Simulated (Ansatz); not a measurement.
# SiN₂H₈ (built from SMILES N[SiH2]N.[H][H]): search for a transition state

Is there a first-order saddle for this four-centre ligand exchange, which should form Si1–H7, N2–H6 and break Si1–N2, H6–H7, and which two structures does it connect?

Computed with Ansatz 0.2.0, Gaussian basis. Level: PBE0-D4, def2-SVP first, then def2-TZVP.

31 further runs of the same task are left out: 31 set aside as unsound or not needed.

### Step 1. The starting structure

The guess: 11 atoms, charge 0, spin multiplicity 1.

Atoms are counted from 1 here; the program's logs count them from 0.

Bond lengths: Si1–H3 1.479 Å, Si1–H4 1.460 Å, Si1–N5 1.716 Å, N2–H8 1.011 Å, N2–H9 1.011 Å, N5–H10 1.007 Å, N5–H11 1.007 Å. Angles: H3–Si1–H4 103.2°, H3–Si1–N5 99.8°, H4–Si1–N5 127.8°, H8–N2–H9 107.9°, Si1–N5–H10 120.4°, Si1–N5–H11 118.4°, H10–N5–H11 110.3°.

Geometry (Å):

```xyz
11

Si   -0.3438   -0.6031    0.2671
N     1.4376    0.0615   -0.6726
H    -0.7266   -1.5307   -0.8197
H    -0.1702   -1.4883    1.4155
N    -1.5361    0.6116    0.0467
H     1.3166    0.7121    0.4998
H     0.6558    0.6647    1.2264
H     2.1463   -0.6477   -0.8061
H     1.3003    0.5335   -1.5565
H    -1.6492    1.3446    0.7283
H    -2.4306    0.3419   -0.3289
```

Distances that are to change: Si1–H7 1.88 Å, N2–H6 1.35 Å, Si1–N2 2.12 Å, H6–H7 0.98 Å.

### Step 2. Relaxing the guess with the reacting distances held

hold/in.yaml

```yaml
crystal:
  periodic: [false, false, false]
  atoms:
    - {symbol: Si, position_ang: [-0.343800, -0.603100, 0.267100]}
    - {symbol: N, position_ang: [1.437600, 0.061500, -0.672600]}
    - {symbol: H, position_ang: [-0.726600, -1.530700, -0.819700]}
    - {symbol: H, position_ang: [-0.170200, -1.488300, 1.415500]}
    - {symbol: N, position_ang: [-1.536100, 0.611600, 0.046700]}
    - {symbol: H, position_ang: [1.316600, 0.712100, 0.499800]}
    - {symbol: H, position_ang: [0.655800, 0.664700, 1.226400]}
    - {symbol: H, position_ang: [2.146300, -0.647700, -0.806100]}
    - {symbol: H, position_ang: [1.300300, 0.533500, -1.556500]}
    - {symbol: H, position_ang: [-1.649200, 1.344600, 0.728300]}
    - {symbol: H, position_ang: [-2.430600, 0.341900, -0.328900]}
basis:
  gaussian: {orbitals: def2-SVP}
hamiltonian: {xc: pbe0, dispersion: d4}
relax: {f_tol: 0.08, max_steps: 120, escape_saddle: false, constraints: [{distance: [0, 6]}, {distance: [1, 5]}, {distance: [0, 1]}, {distance: [5, 6]}]}
```

No record of the launch command was kept for these runs.

The runs that follow: Saddle search in the small basis; Saddle search in triple zeta; Checking the order of the point; Relaxing after a step of 0.30 Å one way along the mode; Relaxing after a step of 0.30 Å the other way along the mode.

Before running it: what results should come out? Wanted: imaginary mode; barrier from the start side; barrier from the end side; energy of the step; pairs that change; zero-point energy at the saddle.

**Answer**, as computed:

| quantity | value |
| --- | --- |
| imaginary mode | 1335i cm⁻¹ |
| barrier from the start side | 173.6 kJ/mol |
| barrier from the end side | 140.7 kJ/mol |
| energy of the step | +32.8 kJ/mol |
| pairs that change | Si1–H7 formed, N2–H6 formed, Si1–N2 broken, H6–H7 broken |
| zero-point energy at the saddle | 2.297 eV |

In words: The point has a single imaginary mode (1335i cm⁻¹), as a transition state must. Going downhill both ways gives the intended start and end. At PBE0-D4/def2-TZVP the electronic barrier is 173.6 kJ/mol, about 70 kT at 298 K, and the step runs 32.8 kJ/mol uphill. The barrier is thin enough for tunnelling; the leading (Wigner) term alone is a factor of 2.7 at 298 K. A step off the saddle overshot and began above it in energy, so the link to its end is likely but not proven. Lower complexes than these ends may exist.
